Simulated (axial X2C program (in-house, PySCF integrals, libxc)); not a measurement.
**FTiF: bond lengths and stretches, held linear**

Aim: the two bond lengths and stretching wavenumbers of linear FTiF, with and without spin–orbit coupling, at PBE0, HF, B3LYP, MP2.

Computed with an in-house X2C program for linear molecules on PySCF integrals. Level: all-electron X2C, two-component (2c) or spin-free, F dyall-av3z, Ti dyall-v3z.

All values are calculated.

2 further runs of the same task are left out: 2 set aside as unsound or not needed.

### 1 The job

task.json

```json
{"zs": [9, 22, 9], "q": 0, "bas": ["dyall-av3z", "dyall-v3z", "dyall-av3z"], "r0": [2.0, 2.0], "symm": 1, "scan": ["PBE0", "HF", "B3LYP"], "levels": ["PBE0", "HF", "LDA"], "nst": 2}
```

Keys: zs atomic numbers; q charge; bas basis sets; r0 starting distance in Å; symm equal bonds; scan levels of the two-bond scan (MP2 follows by itself at each HF point); levels methods; nst determinants followed.

On the command line:

```console
> python solin.py task.json out
```

Masses F 18.998, Ti 47.948, F 18.998 u.

### 2 Scan at PBE0, 2c

State: Ω = 1 (beyond evenly filled blocks: ω = -1/2, ω = 3/2). Energies above the lowest point, from the job's result record:

```
r(F–Ti) (Å)  r(Ti–F) (Å)  E (meV)
     1.7901       1.7901     0.00
     1.7901       1.8360     4.02
     1.7901       1.8819    51.38
     1.8360       1.7901     4.02
     1.8360       1.8360    12.25
     1.8360       1.8819    63.23
     1.8360       1.9278   147.57
     1.8819       1.7901    51.38
     1.8819       1.8360    63.23
     1.8819       1.8819   117.30
     1.9278       1.8360   147.57
     1.9278       1.9278   293.54
```

A quadratic surface with cubic terms in each bond gives the minimum at 1.807 and 1.807 Å, force constants 3.67, 3.67 and coupling 0.24 mdyn/Å.

### 3 Scan at HF, 2c

State: Ω = 1 (beyond evenly filled blocks: ω = -1/2, ω = 3/2). Energies above the lowest point, from the job's result record:

```
r(F–Ti) (Å)  r(Ti–F) (Å)  E (meV)
     1.7901       1.7901    51.32
     1.7901       1.8360    24.56
     1.7901       1.8819    45.51
     1.8360       1.7901    24.56
     1.8360       1.8360     0.00
     1.8360       1.8819    22.46
     1.8360       1.9278    82.06
     1.8819       1.7901    45.51
     1.8819       1.8360    22.46
     1.8819       1.8819    45.84
     1.9278       1.8360    82.06
     1.9278       1.9278   166.02
```

A quadratic surface with cubic terms in each bond gives the minimum at 1.836 and 1.836 Å, force constants 3.55, 3.55 and coupling 0.07 mdyn/Å.

### 4 Scan at B3LYP, 2c

State: Ω = 1 (beyond evenly filled blocks: ω = -1/2, ω = 3/2). Energies above the lowest point, from the job's result record:

```
r(F–Ti) (Å)  r(Ti–F) (Å)  E (meV)
     1.7901       1.7901    12.69
     1.7901       1.8360     4.21
     1.7901       1.8819    40.47
     1.8360       1.7901     4.21
     1.8360       1.8360     0.00
     1.8360       1.8819    39.94
     1.8360       1.9278   114.50
     1.8819       1.7901    40.47
     1.8819       1.8360    39.94
     1.8819       1.8819    83.05
     1.9278       1.8360   114.50
     1.9278       1.9278   240.01
```

A quadratic surface with cubic terms in each bond gives the minimum at 1.818 and 1.818 Å, force constants 3.61, 3.61 and coupling 0.24 mdyn/Å.

### 5 The levels side by side

| level | r(F–Ti) (Å) | r(Ti–F) (Å) | lower stretch (cm⁻¹) | upper stretch (cm⁻¹) |
| --- | --- | --- | --- | --- |
| PBE0, 2c | 1.807 | 1.807 | 590.9 | 741.5 |
| HF, 2c | 1.836 | 1.836 | 569.4 | 746.6 |
| B3LYP, 2c | 1.818 | 1.818 | 586.9 | 734.5 |
| MP2, 2c | 1.810 | 1.810 | 592.7 | 739.3 |
| PBE0, spin-free | 1.807 | 1.807 | 591.0 | 741.6 |
| HF, spin-free | 1.835 | 1.835 | 569.7 | 746.8 |
| B3LYP, spin-free | 1.818 | 1.818 | 587.0 | 734.6 |
| MP2, spin-free | 1.810 | 1.810 | 592.8 | 739.4 |

Scans not shown above were run alike.

In words: Over the levels the F–Ti bond spans 1.807 to 1.836 Å and the Ti–F bond 1.807 to 1.836 Å. At PBE0 spin–orbit coupling leaves both bonds unchanged to 0.001 Å. Each state is one determinant, the lowest of a limited PBE0 search; the stretches come from a fit to few points and are good to some per cent at best. MP2 freezes inner shells (threshold -2 hartree). The molecule was held linear; bending was not examined, so a bent shape may lie lower. Open-shell Ω = 0 determinants with evenly filled partner blocks cannot be reached by this program, so the Ω shown need not be the lowest component. Note: functional without a current term on a determinant with orbital currents, of the molecule or an atom. Note: several unpaired electrons, one determinant need not be a pure state.
